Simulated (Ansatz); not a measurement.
Write a Python script for the Python package of Ansatz (0.2.0) that makes a search for lower mean-field states of FGeHO, SMILES [OH][Ge][F]. Level of theory (for the species named): Hartree-Fock, def2-SVP basis, multiplicity 1.

```yaml
atoms:
  - { symbol: O, position_ang: [-0.8416, 0.3042, -0.6024] }
  - { symbol: Ge, position_ang: [-0.2435, -0.4608, 0.8430] }
  - { symbol: F, position_ang: [1.3531, -1.0348, 0.5039] }
  - { symbol: H, position_ang: [-0.2125, 1.1311, -0.7647] }
```

`states_fgeho.py`
```python
# -*- coding: utf-8 -*-
import ansatz as az
import numpy as np

BASIS_SET = "def2-SVP"
FUNCTIONAL = "hf"

GEOMETRY = """
O    -0.84160    0.30420   -0.60240
Ge   -0.24350   -0.46080    0.84300
F     1.35310   -1.03480    0.50390
H    -0.21250    1.13110   -0.76470
"""


def main():
    mol = az.Crystal.molecule()
    for line in GEOMETRY.strip().splitlines():
        symbol, *xyz = line.split()
        mol = mol.atom(symbol, [float(v) for v in xyz])
    symbols = [site.symbol for site in mol.cartesian_sites]

    start = np.array([site.position_ang for site in mol.cartesian_sites])
    for factor in [1.0, 1.25, 1.6]:
        xyz = (start - start.mean(axis=0)) * factor
        scaled = az.Crystal.molecule()
        for symbol, place in zip(symbols, xyz):
            scaled = scaled.atom(symbol, place.tolist())
        calc = (
            scaled.calculation()
            .basis(gaussian=BASIS_SET)
            .functional(FUNCTIONAL)
            .accuracy("high")
            .spin("collinear")
        )
        for search in ("off", "standard"):
            try:
                data = calc.scf(lower_state_search=search).run().report
            except az.AnsatzError as error:
                print(f"x{factor} search {search}: {type(error).__name__}")
                continue
            state = data["mean_field"]["state"]
            print(f"all distances x{factor}, search {search:8s} E = {data['free_energy_ev']:.5f} eV  <S^2> = {abs(state['spin_squared']):.3f}  other states met: {len(data['mean_field']['others'])}")


if __name__ == "__main__":
    main()
```

```console
$ python states_fgeho.py
all distances x1.0, search off      E = -61222.33863 eV  <S^2> = 0.000  other states met: 0
all distances x1.0, search standard E = -61222.33863 eV  <S^2> = 0.000  other states met: 0
all distances x1.25, search off      E = -61218.10657 eV  <S^2> = 0.000  other states met: 0
all distances x1.25, search standard E = -61218.10657 eV  <S^2> = 0.000  other states met: 1
all distances x1.6, search off      E = -61214.10121 eV  <S^2> = 2.440  other states met: 0
all distances x1.6, search standard E = -61214.21748 eV  <S^2> = 2.552  other states met: 10
```

These settings explore the input space; basis and method may be short of convergence. The count of other states can hold repeated and symmetry-equivalent ends of the search; scaling all distances is a test, and for more than two atoms no physical path. The geometry comes from a force field and isn't relaxed at this level. The expectation value of S² is noticeably off S(S+1) in at least one run, so that state is spin-contaminated. Hardware and time: 20 s on 1 thread of Intel(R) Xeon(R) 6975P-C (Granite Rapids) (shared host), peak memory 0.32 GiB.

(A comment or docstring line of the script was reworded after the run, the code is as it ran; lines on the test bed's own set-up are left out of the output.)
